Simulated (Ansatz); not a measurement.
# CH7NO2Si, SMILES CN[SiH](O)O: a rigid torsion scan

Computed with the Ansatz DFT code, driven from Python.

The script, `torsion.py`:
```python
"""Rigid torsion scan of CH7NO2Si."""

import ansatz as az
from ase import Atoms


def main() -> None:
    atoms = Atoms(["C", "N", "Si", "O", "O", "H", "H", "H", "H", "H", "H", "H"], positions=[
        (1.2643, -0.8326, 0.9667),
        (0.4155, -0.5594, -0.1832),
        (-0.9049, 0.4834, -0.1554),
        (-0.2872, 1.9654, -0.4883),
        (-1.8232, -0.0162, -1.4194),
        (2.0303, -1.5648, 0.6906),
        (1.7754, 0.0709, 1.3172),
        (0.6903, -1.2587, 1.7971),
        (1.0124, -0.2271, -0.9371),
        (-1.6226, 0.4237, 1.1266),
        (-0.8195, 2.4795, -1.1138),
        (-1.7306, -0.964, -1.601),
    ])

    # start the scan from a relaxed geometry
    first = (
        az.Crystal.molecule_from_ase(atoms).calculation()
        .basis(gaussian="def2-SVP")
        .functional("pbe")
        .relax(force_tolerance=0.02, max_steps=80)
    )
    atoms.positions = first.run(threads=1).report["positions_ang"]

    start = atoms.get_dihedral(0, 1, 2, 3)
    energies = {}
    for turn in range(0, 360, 40):
        turned = atoms.copy()
        turned.set_dihedral(0, 1, 2, 3, start + turn, indices=[2, 3, 4, 9, 10, 11])
        calc = (
            az.Crystal.molecule_from_ase(turned).calculation()
            .basis(gaussian="def2-SVP")
            .functional("pbe")
        )
        energies[round((start + turn) % 360)] = calc.run(threads=1).report["free_energy_ev"]
    floor = min(energies.values())
    print("dihedral C0-N1-Si2-O3 (deg)   E - E(min) (eV)")
    for angle, e in sorted(energies.items()):
        print(f"{angle:8d} {(e - floor):14.3f}  " + "#" * int(30 * (e - floor) / max(max(energies.values()) - floor, 1e-9)))


if __name__ == "__main__":
    main()
```

```console
$ python torsion.py
dihedral C0-N1-Si2-O3 (deg)   E - E(min) (eV)
      31          0.264  ##############################
      71          0.105  ###########
     111          0.000
     151          0.094  ##########
     191          0.250  ############################
     231          0.214  ########################
     271          0.048  #####
     311          0.026  ###
     351          0.177  ####################
```

The lowest point is at 111° and the highest at 31°, 0.264 eV (25.5 kJ/mol) above it, with the rest of the molecule held.

The scan is rigid and the energies are electronic, in a modest basis. With rigid groups the curve can differ much from the relaxed path, the start wasn't checked as a minimum of this torsion, and equivalent turns needn't return to the same energy. Finished in 79 s on 1 thread of Arm Neoverse V1, on a shared host, peak memory 0.23 GiB.
